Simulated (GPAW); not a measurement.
# Zr3S2 (R32) in GPAW: a series of runs, part 2 of 2

GPAW 26.7.0. The steps go on from the part before.

## 4. Single point, TB-mBJ

Contents of run.py:

```python
from ase import Atoms
from ase.dft.bandgap import bandgap
from ase.io import write
from gpaw import GPAW, PW

atoms = Atoms(['Zr', 'Zr', 'Zr', 'S', 'S'],
              cell=[[2.9025379727, 1.6757810799, 3.4877732718],
                    [-2.9025379727, 1.6757810799, 3.4877732718],
                    [0.0, -3.3515621597, 3.4877732718]],
              scaled_positions=[[0.838727, 0.5, 0.161273],
                                [0.5, 0.161273, 0.838727],
                                [0.161273, 0.838727, 0.5],
                                [0.665023, 0.665023, 0.665023],
                                [0.334977, 0.334977, 0.334977]],
              pbc=True)

calc = GPAW(mode=PW(600),
            xc='TB09',
            kpts={'size': (4, 4, 4), 'gamma': True},
            occupations={'name': 'fermi-dirac', 'width': 0.05},
            nbands=44,
            convergence={'density': 1e-05, 'energy': 1e-05},
            eigensolver='cg',
            maxiter=150,
            txt='gpaw.txt')
atoms.calc = calc
energy = atoms.get_potential_energy()
calc.write('gs.gpw')
write('result.traj', atoms)
print('Fermi level:', round(calc.get_fermi_level(), 4), 'eV')
print(f'Gap: {bandgap(calc)[0]:.4f} eV, direct: {bandgap(calc, direct=True)[0]:.4f} eV')
```

Potentials or basis: GPAW PAW data sets for LDA (gpaw-data 1.2.1), pw.

Started as:

```console
> OMP_NUM_THREADS=1 python run.py
```

gpaw.txt:

```text
___ ___ ___ _ _ _
 |   |   |_  | | | |
 | | | | | . | | | |
 |__ |  _|___|_____|  26.7.0
 |___|_|

Input parameters:
  convergence: {density: 1e-05,
                energy: 1e-05}
  eigensolver: cg
  kpts: {gamma: True,
         size: (4, 4, 4)}
  maxiter: 150
  mode: {ecut: 600.0,
         name: pw}
  nbands: 44
  occupations: {name: fermi-dirac,
                width: 0.05}
  xc: TB09

System changes: positions, numbers, cell, pbc, initial_charges, initial_magmoms

Initialize ...

species:
  Zr:
    name:    Zirconium
    Z:       40.0
    valence: 12
    core:    28
    charge:  0.0  # [|e|]
    compensation charges:
      type: gauss
      rc: 0.40  # [Å]
      lmax: 2
    cutoffs:
      filter: 2.39  # [Å]
      core: 1.59  # [Å]
    projectors
    | kind |    occ | energy [eV] | rcut [Å] |
    |------|--------|-------------|----------|
    |   4s |  2.000 |     -54.491 |    1.323 |
    |   5s |  2.000 |      -4.587 |    1.323 |
    |   4p |  6.000 |     -32.510 |    1.334 |
    |   5p |  0.000 |      -1.548 |    1.334 |
    |   4d |  2.000 |      -3.736 |    1.244 |
    |    d |        |      23.475 |    1.244 |

    Using partial waves for Zr as LCAO basis

  S:
    name:    Sulfur
    Z:       16.0
    valence: 6
    core:    10
    charge:  0.0  # [|e|]
    compensation charges:
      type: gauss
      rc: 0.24  # [Å]
      lmax: 2
    cutoffs:
      filter: 1.77  # [Å]
      core: 1.66  # [Å]
    projectors
    | kind |    occ | energy [eV] | rcut [Å] |
    |------|--------|-------------|----------|
    |   3s |  2.000 |     -17.278 |    0.974 |
    |   3p |  4.000 |      -7.106 |    0.979 |
    |    s |        |       9.933 |    0.974 |
    |    p |        |      20.105 |    0.979 |
    |    d |        |       0.000 |    0.900 |

    Using partial waves for S as LCAO basis

Reference energy: -315008.855974  # eV

Spin-paired calculation

Convergence criteria:
 Maximum [total energy] change in last 3 cyles: 1e-05 eV / valence electron
 Maximum integral of absolute [dens]ity change: 1e-05 electrons / valence electron
 Maximum integral of absolute [eigenst]ate change: 4e-08 eV^2 / valence electron
 Maximum number of scf [iter]ations: 150
 (Square brackets indicate name in SCF output, whereas a 'c' in
 the SCF output indicates the quantity has converged.)

Symmetries present (total): 6

  ( 1  0  0)  ( 0  1  0)  ( 0  0  1)  ( 0  0 -1)  ( 0 -1  0)  (-1  0  0)
  ( 0  1  0)  ( 0  0  1)  ( 1  0  0)  ( 0 -1  0)  (-1  0  0)  ( 0  0 -1)
  ( 0  0  1)  ( 1  0  0)  ( 0  1  0)  (-1  0  0)  ( 0  0 -1)  ( 0 -1  0)

64 k-points: 4 x 4 x 4 Monkhorst-Pack grid + [1/8,1/8,1/8]
13 k-points in the irreducible part of the Brillouin zone
       k-points in crystal coordinates                weights
   0:     0.00000000    0.00000000    0.00000000          1/64
   1:     0.25000000    0.00000000   -0.25000000          6/64
   2:     0.25000000    0.00000000    0.00000000          6/64
   3:     0.25000000    0.25000000   -0.25000000          6/64
   4:     0.25000000    0.25000000    0.00000000          6/64
   5:     0.25000000    0.25000000    0.25000000          2/64
   6:     0.50000000    0.00000000    0.00000000          3/64
   7:     0.50000000    0.25000000   -0.25000000          6/64
   8:     0.50000000    0.25000000    0.00000000         12/64
   9:     0.50000000    0.25000000    0.25000000          6/64
          ...
  12:     0.50000000    0.50000000    0.50000000          1/64

Wave functions: Plane wave expansion
  Cutoff energy: 600.000 eV
  Number of coefficients (min, max): 3384, 3446
  Pulay-stress correction: 0.000000 eV/Ang^3 (de/decut=0.000000)
  Using FFTW library
  ScaLapack parameters: grid=1x1, blocksize=None
  Wavefunction extrapolation:
    Improved wavefunction reuse through dual PAW basis

Occupation numbers: Fermi-Dirac:
  width: 0.0500  # eV

Eigensolver
   CG(niter=4, rtol=3.0e-01)

Densities:
  Coarse grid: 28*28*28 grid
  Fine grid: 56*56*56 grid
  Total Charge: 0.000000

Density mixing:
  Method: separate
  Backend: msr1
  Linear mixing parameter: 0.05
  old densities: 10
  Width of damping distribution: 1.1
  Damping of long wavelength oscillations: 20

Hamiltonian:
  XC and Coulomb potentials evaluated on a 56*56*56 grid
  Using the TB09 Exchange-Correlation functional
  External potential:
    NoExternalPotential

XC parameters: TB09 with 2 nearest neighbor stencil

Number of atoms: 5
Number of atomic orbitals: 47
Number of bands in calculation: 44
Number of valence electrons: 48
Bands to converge: occupied

... initialized

Initializing position-dependent things.

Density initialized from atomic densities
Creating initial wave functions:
  44 bands from LCAO basis set

             S
                 Zr
        Zr
              Zr
             S

Atomic positions and initial magnetic moments

Positions:
   0 Zr     0.983168    1.702897    5.231660    ( 0.0000,  0.0000,  0.0000)
   1 Zr     0.983168   -1.702897    5.231660    ( 0.0000,  0.0000,  0.0000)
   2 Zr    -1.966336    0.000000    5.231660    ( 0.0000,  0.0000,  0.0000)
   3 S     -0.000000    0.000000    6.958348    ( 0.0000,  0.0000,  0.0000)
   4 S      0.000000    0.000000    3.504971    ( 0.0000,  0.0000,  0.0000)

Unit cell:
           periodic     x           y           z      points  spacing
  1. axis:    yes    2.902538    1.675781    3.487773    28     0.1618
  2. axis:    yes   -2.902538    1.675781    3.487773    28     0.1618
  3. axis:    yes    0.000000   -3.351562    3.487773    28     0.1618

  Lengths:   4.837099   4.837099   4.837099
  Angles:   73.748036  73.748036  73.748036

Effective grid spacing dv^(1/3) = 0.1668

iter:   1 10275.398884
iter:   2 10281.734567   +2.37  -1.07
iter:   3 10283.459566   +0.86  -1.19
iter:   4 10282.913150   +0.06  -1.34
iter:   5 10283.627083   -0.99  -1.33
iter:   6 10284.193107   -1.29  -1.42
iter:   7 10285.108673   -1.62  -1.52
iter:   8 10286.545229   -1.33  -1.69
iter:   9 10288.303236   -1.88  -2.01
iter:  10 10289.065190   -1.91  -2.38
iter:  11 10289.057845   -2.73  -2.65
[... 6 lines left out ...]
iter:  18 10288.835034   -5.62  -3.48
iter:  19 10288.838420   -6.11  -3.56
iter:  20 10288.845012   -5.87  -3.60
iter:  21 10288.871312   -5.30  -3.74
iter:  22 10288.867353   -5.89  -4.56
iter:  23 10288.879580   -5.70  -4.48
iter:  24 10288.875860   -5.94  -4.51
iter:  25 10288.881080   -6.19  -4.38
iter:  26 10288.878887   -6.58  -4.70
iter:  27 10288.879577   -6.93  -4.82
iter:  28 10288.879652   -7.55c -5.82c
iter:  29 10288.879850c  -8.23c -5.74c

Converged after 29 iterations.

Dipole moment: (0.000000, -0.000000, 0.000000) |e|*Ang

Energy contributions relative to reference atoms: (reference = -315008.855974)

Kinetic:         +2.621078
Potential:       -2.448221
External:        +0.000000
XC:            +10288.833894
Entropy (-ST):   -0.016049
Local:           -0.118877
SIC:             +0.000000
--------------------------
Free energy:   +10288.871825
Extrapolated:  +10288.879850

Showing only first 2 kpts
 Kpt  Band  Eigenvalues  Occupancy
  0    22      9.23591    0.13059
  0    23      9.23593    0.13056
  0    24      9.83678    0.00000
  0    25      9.83679    0.00000

  1    22      8.25840    2.00000
  1    23      8.68012    1.99957
  1    24      9.57543    0.00016
  1    25     10.25556    0.00000

Fermi level: 9.10285

No gap
No difference between direct/indirect transitions
Writing to gs.gpw (mode='')
```

stdout:

```text
Fermi level: 9.1028 eV
Gap: 0.0000 eV, direct: 0.0000 eV
```

Wall time 4.5 min (1 thread of Intel Xeon at 2.70GHz, shared host); peak memory 0.35 GiB.

Results:

- Band gap on the k mesh: none (metal or under the smearing width)

Caveat: a model potential gives levels but no total energy.
